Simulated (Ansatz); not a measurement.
NbTe:

```
Te Nb
1.0
     3.70297    0.00000    0.00000
    -1.85149    3.20687    0.00000
     0.00000    0.00000    3.69421
Te Nb
1 1
Direct
  0.66667 0.33333 0.00000
  0.00000 0.00000 0.50000
```

The cell comes from a database or a generator and needn't be the stable form of this composition.

Base run:

```yaml
Program: Ansatz 0.2.0
Functional: revPBE
Potentials_or_basis: Ansatz PAW
Cutoff: "420 eV (not typed: the program's choice for these potentials)"
k_mesh: 8 × 8 × 7
Occupations: fermi-dirac, width 0.05 eV
Spin: no spin polarisation
```

Its results: band gap on the k mesh none (metal or under the smearing width); pressure 0.9 GPa.

Q: After a change of settings the same cell gave: band gap on the k mesh none (metal or under the smearing width); pressure -0.6 GPa. Which change was it?
A. functional from revPBE to PBE
B. functional from revPBE to LDA
C. functional from revPBE to RPBE
D. functional from revPBE to r2SCAN; cutoff from 420 eV (not typed: the program's choice for these potentials) to 500 eV (not typed: the program's choice for these potentials)

A: A.

PBE binds more tightly than revPBE, so the same cell stands under less pressure.

Caveats: spin-orbit coupling is left out, which moves the levels of the heavy elements; the PAW data sets come from PBE, with cores solved anew for the run's functional, which leaves a small shift of forces and pressure (some runs).
